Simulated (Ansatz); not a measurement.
# BFH4Si: interaction energy of a dimer with the counterpoise correction in Python

The task is the interaction energy of a dimer with the counterpoise correction, for BFH4Si. SMILES: FB[SiH3].

All numbers are computed with Ansatz 0.2.0, driven from Python. Level of theory: r2SCAN/def2-SVPD.

## (1) The system

Bond lengths: F1–B2 1.436 Å, B2–Si3 1.941 Å, B2–H4 1.207 Å, Si3–H5 1.494 Å, Si3–H6 1.501 Å, Si3–H7 1.417 Å. Angles: F1–B2–Si3 121.5°, F1–B2–H4 120.3°, Si3–B2–H4 118.0°, B2–Si3–H5 108.8°, B2–Si3–H6 109.0°, B2–Si3–H7 111.5°, H5–Si3–H6 108.0°, H5–Si3–H7 110.4°, H6–Si3–H7 109.0°.

No structure file is read: the coordinates are typed or built in the script.

## (2) Script

File dimer_bfh4si.py:

```python
import ansatz

BASIS = 'def2-SVPD'
FUNCTIONAL = 'r2SCAN'

FIRST = [
    ('F', (-1.0283, -1.5282, 1.2716)),
    ('B', (-0.221, -1.1004, 0.1643)),
    ('Si', (0.1269, 0.7791, -0.1705)),
    ('H', (0.3301, -1.9126, -0.5376)),
    ('H', (1.054, 0.8976, -1.3361)),
    ('H', (0.8102, 1.3716, 1.0271)),
    ('H', (-1.0716, 1.4927, -0.419)),
]
SECOND = [
    ('F', (3.5642, 1.0395, -1.9212)),
    ('B', (3.6426, 0.0978, -3.002)),
    ('Si', (3.7336, -1.8132, -2.6772)),
    ('H', (3.569, 0.4754, -4.1456)),
    ('H', (3.727, -2.5262, -3.9901)),
    ('H', (2.5143, -2.2387, -1.9128)),
    ('H', (4.8892, -2.159, -1.9339)),
]

def energy(atoms, ghosts=()):
    molecule = ansatz.Crystal.molecule()
    for symbol, xyz in atoms:
        molecule = molecule.atom(symbol, xyz)
    calc = (
        molecule.calculation()
        .basis(gaussian=BASIS)
        .functional(FUNCTIONAL)
    )
    deck = calc.input()
    if ghosts:
        deck = deck.set(ansatz.key.basis.gaussian.ghost_atoms, [{'symbol': s, 'position_ang': list(xyz)} for s, xyz in ghosts])
    return ansatz.Session.from_dict(deck).plan().execute().report['free_energy_ev']

both = energy(FIRST + SECOND)
alone = energy(FIRST) + energy(SECOND)
ghosted = energy(FIRST, SECOND) + energy(SECOND, FIRST)
print(f'dimer {both:.6f} eV')
print(f'interaction, uncorrected   {(both - alone):8.3f} eV')
print(f'interaction, counterpoise  {(both - ghosted):8.3f} eV')
print(f'basis-set superposition    {(alone - ghosted):8.3f} eV')
```

## (3) What the engine is handed

The package turns the script's settings into the engine's input (first run):

```yaml
crystal:
  periodic: [false, false, false]
  atoms:
    - { symbol: F, position_ang: [-1.0283, -1.5282, 1.2716] }
    - { symbol: B, position_ang: [-0.221, -1.1004, 0.1643] }
    - { symbol: Si, position_ang: [0.1269, 0.7791, -0.1705] }
    - { symbol: H, position_ang: [0.3301, -1.9126, -0.5376] }
    - { symbol: H, position_ang: [1.054, 0.8976, -1.3361] }
    - { symbol: H, position_ang: [0.8102, 1.3716, 1.0271] }
    - { symbol: H, position_ang: [-1.0716, 1.4927, -0.419] }
    - { symbol: F, position_ang: [3.5642, 1.0395, -1.9212] }
    - { symbol: B, position_ang: [3.6426, 0.0978, -3.002] }
    - { symbol: Si, position_ang: [3.7336, -1.8132, -2.6772] }
    - { symbol: H, position_ang: [3.569, 0.4754, -4.1456] }
    - { symbol: H, position_ang: [3.727, -2.5262, -3.9901] }
    - { symbol: H, position_ang: [2.5143, -2.2387, -1.9128] }
    - { symbol: H, position_ang: [4.8892, -2.159, -1.9339] }
basis:
  gaussian:
    orbitals: def2-SVPD
hamiltonian:
  xc: r2scan
```

## (4) Running it

Run with:

```console
python dimer_bfh4si.py
```

Log:

```text
dimer -22657.372412 eV
interaction, uncorrected     -0.018 eV
interaction, counterpoise     0.009 eV
basis-set superposition       0.027 eV
```

Wall time 61 s (1 thread of AMD EPYC 7R43 (Zen 3), shared host); peak memory 0.35 GiB.

## (5) Inputs of later runs

The engine's inputs for some of the other runs:

Run 2, against run 1:

```diff
@@ -11,7 +10,0 @@
-    - { symbol: F, position_ang: [3.5642, 1.0395, -1.9212] }
-    - { symbol: B, position_ang: [3.6426, 0.0978, -3.002] }
-    - { symbol: Si, position_ang: [3.7336, -1.8132, -2.6772] }
-    - { symbol: H, position_ang: [3.569, 0.4754, -4.1456] }
-    - { symbol: H, position_ang: [3.727, -2.5262, -3.9901] }
-    - { symbol: H, position_ang: [2.5143, -2.2387, -1.9128] }
-    - { symbol: H, position_ang: [4.8892, -2.159, -1.9339] }
```

Run 3, against run 1:

```diff
@@ -4,7 +3,0 @@
-    - { symbol: F, position_ang: [-1.0283, -1.5282, 1.2716] }
-    - { symbol: B, position_ang: [-0.221, -1.1004, 0.1643] }
-    - { symbol: Si, position_ang: [0.1269, 0.7791, -0.1705] }
-    - { symbol: H, position_ang: [0.3301, -1.9126, -0.5376] }
-    - { symbol: H, position_ang: [1.054, 0.8976, -1.3361] }
-    - { symbol: H, position_ang: [0.8102, 1.3716, 1.0271] }
-    - { symbol: H, position_ang: [-1.0716, 1.4927, -0.419] }
```

Run 5, against run 1:

```diff
@@ -4,7 +3,0 @@
-    - { symbol: F, position_ang: [-1.0283, -1.5282, 1.2716] }
-    - { symbol: B, position_ang: [-0.221, -1.1004, 0.1643] }
-    - { symbol: Si, position_ang: [0.1269, 0.7791, -0.1705] }
-    - { symbol: H, position_ang: [0.3301, -1.9126, -0.5376] }
-    - { symbol: H, position_ang: [1.054, 0.8976, -1.3361] }
-    - { symbol: H, position_ang: [0.8102, 1.3716, 1.0271] }
-    - { symbol: H, position_ang: [-1.0716, 1.4927, -0.419] }
@@ -20,0 +14,8 @@
+    ghost_atoms:
+      - { symbol: F, position_ang: [-1.0283, -1.5282, 1.2716] }
+      - { symbol: B, position_ang: [-0.221, -1.1004, 0.1643] }
+      - { symbol: Si, position_ang: [0.1269, 0.7791, -0.1705] }
+      - { symbol: H, position_ang: [0.3301, -1.9126, -0.5376] }
+      - { symbol: H, position_ang: [1.054, 0.8976, -1.3361] }
+      - { symbol: H, position_ang: [0.8102, 1.3716, 1.0271] }
+      - { symbol: H, position_ang: [-1.0716, 1.4927, -0.419] }
```

Lines on the test bed's own set-up are left out of the output.

## (6) What each run gave

One row for each of the 5 runs:

```tsv
run	system	ghost atoms	energy (eV)	SCF cycles	CPU time (s)
1	B2F2H8Si2	not set	-22657.3724	17	19
2	BFH4Si	not set	-11328.6772	14	4.5
3	BFH4Si	not set	-11328.6771	14	3.9
4	BFH4Si	a list of 7	-11328.6900	15	17
5	BFH4Si	a list of 7	-11328.6915	15	16
```

Totals carry meaning only in balanced differences at one level of theory.

## (7) Outcome

```
                        quantity      value
 interaction energy, uncorrected  -0.018 eV
interaction energy, counterpoise   0.009 eV
                   runs compared          5
```

**Reading.** The counterpoise correction turns the binding into repulsion: what looked like attraction was the basis set's error. Uncorrected it is -0.018 eV, with the counterpoise correction 0.009 eV; the difference, 0.03 eV, is the superposition error. The sign changes with the correction, so this basis doesn't settle it. Caveats:
- The dimer is a generated trial pose of unrelaxed monomers, not a minimum, so the figure is no binding energy, and the basis set is small.
- This level lacks the dispersion part of the attraction (electrostatics and induction are there), which can decide the sign where the interaction is weak.
